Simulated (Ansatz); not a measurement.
# ZrSi2: the cost of one run

Program: Ansatz 0.2.0. Level of theory: DFT PBE, scalar-relativistic, plane waves, PAW. These are calculated values, not measurements.

1 further run of the same task is left out (it didn't finish).

## Step 1: The starting structure

It takes space group Cmcm (No. 63, orthorhombic). The conventional cell has a = 3.705 Å, b = 14.788 Å, c = 3.679 Å, α = 90.00°, β = 90.00°, γ = 90.00°. Zr (site symmetry m2m) has 10 Si at 2.72 to 2.99 Å as nearest neighbours. Around Si (site symmetry m2m) lie 2 Si at 2.42 Å and 6 Zr at 2.72 to 2.99 Å. Around Si (site symmetry m2m) lie 4 Si at 2.61 Å and 4 Zr at 2.82 to 2.83 Å.

Structure file:

```
Zr Si
1.0
     1.85252   -7.39418    0.00000
     1.85252    7.39418    0.00000
     0.00000    0.00000    3.67911
Zr Si
2 4
Direct
  0.89466 0.10534 0.25000
  0.10534 0.89466 0.75000
  0.55310 0.44690 0.25000
  0.44690 0.55310 0.75000
  0.25031 0.74969 0.25000
  0.74969 0.25031 0.75000
```

It is the end of an earlier relaxation with the same method, from a generated guess; it needn't be the stable form of this composition. At a tolerance of 0.05 Å it has space group Cmcm (No. 63); it has 16.80 Å³/atom, an uncorrected energy of -0.67 eV/atom over the elements.

## Step 2: Bands, states and charges

input.yaml

```yaml
crystal:
  lattice:
    - [1.8525206669, -7.3941828728, 0.0]
    - [1.8525206669, 7.3941828728, 0.0]
    - [0.0, 0.0, 3.6791096337]
  atoms:
    - { symbol: Zr, position: [0.8946642207, 0.1053357793, 0.25] }
    - { symbol: Zr, position: [0.1053357793, 0.8946642207, 0.75] }
    - { symbol: Si, position: [0.5530999289, 0.4469000711, 0.25] }
    - { symbol: Si, position: [0.4469000711, 0.5530999289, 0.75] }
    - { symbol: Si, position: [0.2503095503, 0.7496904497, 0.25] }
    - { symbol: Si, position: [0.7496904497, 0.2503095503, 0.75] }
basis:
  ecutwfc: 420
kpoints:
  mp_grid: { grid: [10, 10, 10] }
  band_path:
    path:
      - [[0.0, 0.0, 0.0], [-0.5, 0.5, 0.0], [-0.26569227, 0.73430773, 0.0]]
      - [[0.26569227, 0.26569227, 0.0], [0.0, 0.0, 0.0], [0.0, 0.0, 0.5], [0.26569227, 0.26569227, 0.5]]
      - [[-0.26569227, 0.73430773, 0.5], [-0.5, 0.5, 0.5], [-0.5, 0.5, 0.0]]
      - [[0.0, 0.0, 0.0], [0.0, 0.5, 0.0], [0.0, 0.5, 0.5], [0.0, 0.0, 0.5], [-0.5, 0.5, 0.5]]
    npoints: 14
hamiltonian:
  xc: pbe
scf:
  occupations: { method: gaussian, width: 0.1 }
  n_extra_bands: 15
output:
  forces: true
  stress: true
  eigenvalues: true
  populations: true
  dos: { projected: true, de: 0.02, nscf_kmesh: { grid: [12, 12, 12] } }
  bader: true
  write_density: true
  write_potential: true
  elf: true
  volumetric_format: npy
```

Run with:

```
$ ansatz run input.yaml --threads 1 --pin off --max-ram 2560MiB --backend cpu --events-out ev --progress --plain --runs-dir out
```

What time and memory should one allow on 1 thread of Intel Xeon 6975P-C (Granite Rapids), shared host?

About 91 s, with a peak of 0.94 GiB.
